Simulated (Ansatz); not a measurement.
## LuScB₂O₆, space group R-3: a projected density of states, step by step

Computed with Ansatz 0.2.0, Python API.

Notebook, run cell by cell (the value of a cell's last expression is shown):

```python
import ansatz as az
import matplotlib.pyplot as plt
import numpy as np
```

```python
KMESH = (4, 4, 4)
OCCUPATIONS = "fixed"
N_EMPTY = 26
```

```python
crystal = (
    az.Lattice.from_parameters(4.856272, 4.856272, 15.82141, alpha=90, beta=90, gamma=120)
    .space_group(148)
    .atom("Lu", (1 / 3, 2 / 3, 1 / 6))
    .atom("Sc", (0.0, 0.0, 0.0))
    .atom("B", (2 / 3, 1 / 3, 0.080046))
    .atom("O", (0.678114, 0.624522, 0.081344))
    .primitive()
)
```

```python
base = (
    crystal.calculation()
    .functional(az.Functional.PBESOL)
    .basis(35 * az.Ry)
    .kpoints(*KMESH)
    .occupations(OCCUPATIONS)
    .scf(extra_bands=N_EMPTY)
    .density_of_states(projected=True, energy_step=0.1)
)
history = []
done = base.session().plan().execute(on_event=lambda event: history.append(event["data"]["dr2_ev"]) if event["event"] == "scf_iter" else None)
report = done.report
```

    

```python
type(done).__name__, type(report).__name__
```

    ('RunOutcome', 'dict')

```python
print("density residual by iteration (eV):", " ".join(f"{value:.1e}" for value in history[:40]))
```

    density residual by iteration (eV): 1.7e-01 5.8e-03 1.4e-03 2.2e-04 2.3e-05 2.5e-06 1.1e-07 1.8e-09

```python
dos = done.density_of_states()
energy = np.asarray(dos.energies_ev) - dos.fermi_ev
curves = {}
for site in done.projected_density_of_states().sites:
    for shell in site.shells:
        weight = sum(np.sum(curve.g_bin_mean_per_ev, axis=0) for curve in shell.curves)
        name = f"{site.species} {shell.label}"
        curves[name] = curves.get(name, 0) + weight
```

```python
window = (energy > -8) & (energy < 4)
fig, ax = plt.subplots(figsize=(5.5, 3.5))
for name, g in curves.items():
    if g[window].max() > 0.05:
        ax.plot(energy[window], g[window], label=name, lw=1)
        print(f"{name:8s} peak {g[window].max():7.3f} states/eV at {energy[window][g[window].argmax()]:6.2f} eV")
ax.set(xlabel="E - E_F (eV)", ylabel="states/eV")
ax.legend(fontsize=7)
fig.tight_layout()
fig.savefig("pdos.png", dpi=100)
```

    Lu 6S    peak   0.172 states/eV at  -2.74 eV
    Lu 5D    peak   0.555 states/eV at  -2.24 eV
    Lu 4F    peak  34.421 states/eV at  -2.04 eV
    Sc 4S    peak   0.147 states/eV at  -2.54 eV
    Sc 3P    peak   0.062 states/eV at  -2.24 eV
    Sc 3D    peak   0.624 states/eV at  -2.54 eV
    B 2S     peak   1.064 states/eV at  -5.84 eV
    B 2P     peak   1.809 states/eV at  -4.94 eV
    O 2S     peak   0.916 states/eV at  -5.84 eV
    O 2P     peak  14.222 states/eV at  -0.94 eV

Reading the output:
- Spin is left out of this run.
- Semilocal gaps usually lie well under measured ones.
- Peaks are the largest values inside the energy window taken; deeper bands lie outside it.
- The crystal has a gap of about 4.33 eV on the mesh; bins of finite width blur the band edges.
- The structure comes from a database of computed cells and needn't be a stable or known phase.
- Curves are summed over the cell's atoms. Only shells that the potentials hold have channels, so projections don't add up to the total, least of all where a shell is missing (p of most metals); heights and places of peaks move with the mesh.
- The density of states is complete only as far up as bands were computed.
- Wall time of the script: 9.2 s on 1 thread of Arm Neoverse V1, with other jobs on the host, peak memory 0.55 GiB.

(Lines on the test bed's own set-up are left out of the output.)
